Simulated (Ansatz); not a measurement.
# GaP: the cost of one run

Computed with the Python package of Ansatz 0.2.0. Level of theory: DFT LDA, plane waves, PAW.

## Step 1: The structure

It takes space group F-43m (No. 216, cubic). Conventional cell: a = 5.451 Å, b = 5.451 Å, c = 5.451 Å, α = 90.00°, β = 90.00°, γ = 90.00°. Around Ga (site symmetry -43m) lie 4 P at 2.36 Å. P (site symmetry -43m) has 4 Ga at 2.36 Å as nearest neighbours.

No structure file is read: the coordinates are typed or built in the script.

## Step 2: The script

push_gap.py reads:

```python
import ansatz as az
import numpy as np

lattice = az.Lattice.of(
    [0.0, 2.72525, 2.72525],
    [2.72525, 0.0, 2.72525],
    [2.72525, 2.72525, 0.0],
)
sites = [
    ("Ga", [0.0, 0.0, 0.0]),
    ("P", [0.25, 0.25, 0.25]),
]
structure = az.Crystal(lattice=lattice)
for symbol, position in sites:
    structure = structure.atom(symbol, position)

inverse = np.linalg.inv(np.array(structure.lattice.vectors))
home = np.array(structure.sites[1].position)
values = np.linspace(-0.02, 0.02, 5)
energies, pulls = [], []
for shift in values:
    moved = structure.move(1, to=home + shift * inverse[0])
    calculation = (
        moved.calculation()
        .occupations("fixed")
        .scf(tolerance=1e-10)
        .kpoints(6)
        .functional(az.Functional.LDA)
        .basis(550)
        .forces()
    )
    summary = calculation.run(threads=1).report
    energies.append(summary["free_energy_ev"])
    pulls.append(summary["forces_ev_ang"][1][0])

print("shift (A)   dE (eV)   force along x (eV/A)")
for shift, e, f in zip(values, energies, pulls):
    print(f"{shift:8.3f} {e - energies[2]:10.5f} {f:12.4f}")
print(f"stiffness from energies {2 * np.polyfit(values, energies, 2)[0]:.3f}, from forces {-np.polyfit(values, pulls, 1)[0]:.3f} eV/A^2")
```

## Step 3: The calls as engine input

The package turns the script's settings into the engine's input (first run):

```yaml
crystal:
  lattice:
    - [0.0, 2.72525, 2.72525]
    - [2.72525, 0.0, 2.72525]
    - [2.72525, 2.72525, 0.0]
  atoms:
    - { symbol: Ga, position: [0.0, 0.0, 0.0] }
    - { symbol: P, position: [0.2536693881295294, 0.2463306118704706, 0.2463306118704706] }
basis:
  ecutwfc: 550.0
kpoints:
  mp_grid:
    grid: [6, 6, 6]
hamiltonian:
  xc: lda
scf:
  convergence:
    dr2_threshold: 1.0e-10
  occupations:
    method: fixed
output:
  forces: true
```

## Step 4: The run

The run is started by

```sh
> python push_gap.py
```

Q: Estimate wall time and peak memory on 1 thread of Arm Neoverse V2, shared host.

About 16 s, with a peak of 0.4 GiB.
